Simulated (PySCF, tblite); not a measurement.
# C5H14O2SSi: geometry, infrared bands and NMR shifts

Wanted: the infrared bands and NMR shifts of C5H14O2SSi (`CC[C@@](CO)(CS)O[SiH3]`), by calculation.

Computed with tblite 0.8.0 and PySCF 2.14.0, with density-fitted response routines of our own, on a single molecule in the gas phase. Atoms count from 0, in the outputs and in this text.

### Step 1. Starting geometry

23 atoms, charge 0, multiplicity 1; geometry from: force field or distance geometry start.

Bonds of the start (Å): C0–C1 1.52, C1–C2 1.57, C2–C3 1.54, C3–O4 1.44, C2–C5 1.56, C5–S6 1.83, C2–O7 1.46, O7–Si8 1.66, C0–H9 1.09, C0–H10 1.09, C0–H11 1.11, C1–H12 1.08, C1–H13 1.10, C3–H14 1.09, C3–H15 1.10, O4–H16 0.98, C5–H17 1.10, C5–H18 1.10, S6–H19 1.34, Si8–H20 1.49, Si8–H21 1.47, Si8–H22 1.47.

### Step 2. Optimising the geometry with GFN2-xTB

Job settings and geometry (Å):

```
{"job": {"kind": "relax", "xc": "GFN2-xTB", "basis": "xTB"}, "charge": 0, "multiplicity": 1}
C     -2.484500    -0.684000     0.325400
C     -1.451900     0.429500     0.291400
C      0.032400    -0.025600     0.031700
C      0.503100    -0.956500     1.164700
O      0.380100    -0.347000     2.460400
C      0.161500    -0.779400    -1.328900
S     -0.434600     0.119000    -2.805100
O      0.773300     1.230000     0.087100
Si     2.391800     1.405000    -0.254100
H     -2.553200    -1.212800    -0.623400
H     -2.297800    -1.409200     1.117400
H     -3.484900    -0.252800     0.520600
H     -1.752400     1.180100    -0.427800
H     -1.486800     0.963700     1.254200
H      1.551900    -1.232200     1.053600
H     -0.071400    -1.895200     1.206300
H      0.615800     0.598200     2.341500
H     -0.371900    -1.738100    -1.287800
H      1.214100    -1.024000    -1.515400
H      0.193000     1.278300    -2.541200
H      2.970000     2.385200     0.700700
H      3.064500     0.100700    -0.124300
H      2.533300     1.893900    -1.636900
```

On the command line:

```sh
$ OMP_NUM_THREADS=1 python probes_run.py task.json out
```

This one command runs all jobs of the session in turn.

**Question.** This job is followed by: GFN2-xTB harmonic vibrations, gas phase; GIAO PBE0/pcSseg-1 NMR shielding, non-relativistic, gas phase. What will the session give for the following? strongest single infrared mode (GFN2-xTB); zero-point energy (GFN2-xTB); 13C shifts against TMS (PBE0/pcSseg-1); 1H shifts against TMS (PBE0/pcSseg-1, means over atoms taken as alike); 17O shifts against H2O (PBE0/pcSseg-1); 33S shifts against CS2 (PBE0/pcSseg-1); 29Si shifts against TMS (PBE0/pcSseg-1).

**Answer**, as computed:

| quantity | value |
| --- | --- |
| strongest single infrared mode (GFN2-xTB) | 2213 cm⁻¹, 397 km/mol |
| zero-point energy (GFN2-xTB) | 112.7 kcal/mol |
| 13C shifts against TMS (PBE0/pcSseg-1) | 80.3, 66.7, 34.2, 29.1, 10.4 ppm |
| 1H shifts against TMS (PBE0/pcSseg-1, means over atoms taken as alike) | 4.90, 3.67, 3.59, 2.63, 2.10, 2.02, 1.85, 1.83, 1.14, 0.85 ppm |
| 17O shifts against H2O (PBE0/pcSseg-1) | 33.4, 22.0 ppm |
| 33S shifts against CS2 (PBE0/pcSseg-1) | -148 ppm |
| 29Si shifts against TMS (PBE0/pcSseg-1) | -51.3 ppm |

**Reading.** Over 148 steps the energy fell by 0.340 eV; of the close pairs, C2–O7 changed most, 1.459 to 1.408 Å. No mode is imaginary among the 63: a minimum at this level. The strongest single mode, at 2213 cm⁻¹, moves mainly H21 and H22. Unscaled tight-binding wavenumbers are off by several per cent, some by more. Its intensities can rank the bands wrongly. At PBE0/pcSseg-1: The largest span, 306 ppm, is at S6, where the paramagnetic term is -405 ppm.
